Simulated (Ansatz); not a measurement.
C2H5AlN2, SMILES C#[C][Al]([NH2])[NH2], a rigid torsion scan

Computed with Ansatz 0.2.0 through its Python package.

Notebook, run cell by cell (the value of a cell's last expression is shown):

```python
import ansatz as az
from ase import Atoms
```

```python
atoms = Atoms(["C", "C", "Al", "N", "N", "H", "H", "H", "H", "H"], positions=[
    (-2.1986, 1.1642, 0.9325),
    (-1.2496, 0.6473, 0.5488),
    (0.3329, -0.2482, -0.0614),
    (0.4118, -2.1167, -0.4022),
    (1.9812, 0.7365, -0.3079),
    (-3.1263, 1.7159, 1.2451),
    (0.5762, -2.2454, -1.4103),
    (-0.6066, -2.4312, -0.2581),
    (1.769, 1.5218, -0.9304),
    (2.1929, 1.2047, 0.6469),
])
```

```python
# relax first, so that the scan starts from a minimum
first = (
    az.Crystal.molecule_from_ase(atoms).calculation()
    .basis(gaussian="def2-SVP")  # atom-centred Gaussian functions
    .functional("pbe")
    .accuracy("medium")
    .relax(force_tolerance=0.02, max_steps=80)
)
atoms.positions = first.run().report["positions_ang"]
```

```python
start = atoms.get_dihedral(1, 2, 4, 8)
energies = {}
for turn in range(0, 360, 30):
    turned = atoms.copy()
    turned.set_dihedral(1, 2, 4, 8, start + turn, indices=[4, 8, 9])
    calculation = az.Crystal.molecule_from_ase(turned).calculation()
    calculation = calculation.basis(gaussian="def2-SVP").functional("pbe")
    calculation = calculation.accuracy("medium")
    energies[round((start + turn) % 360)] = calculation.run().report["free_energy_ev"]
floor = min(energies.values())
print("dihedral C1-Al2-N4-H8 (deg)   E - E(min) (kcal/mol)")
for angle, e in sorted(energies.items()):
    print(f"{angle:8d} {23.060548 * (e - floor):14.3f}  " + "#" * int(30 * (e - floor) / max(max(energies.values()) - floor, 1e-9)))
```

    dihedral C1-Al2-N4-H8 (deg)   E - E(min) (kcal/mol)
           0          0.000
          30          1.354  #######
          60          4.210  #####################
          90          5.749  ##############################
         120          4.266  ######################
         150          1.442  #######
         180          0.102
         210          1.448  #######
         240          4.272  ######################
         270          5.749  #############################
         300          4.204  #####################
         330          1.348  #######

Caveats:
- These settings explore the input space; basis and method may be short of convergence.
- The scan is rigid and the energies are electronic, in a modest basis. With rigid groups the curve can differ much from the relaxed path, the start wasn't checked as a minimum of this torsion, and equivalent turns needn't return to the same energy.
- The whole script took 74 s on 1 thread of Arm Neoverse V2, with other jobs on the host, peak memory 0.21 GiB.
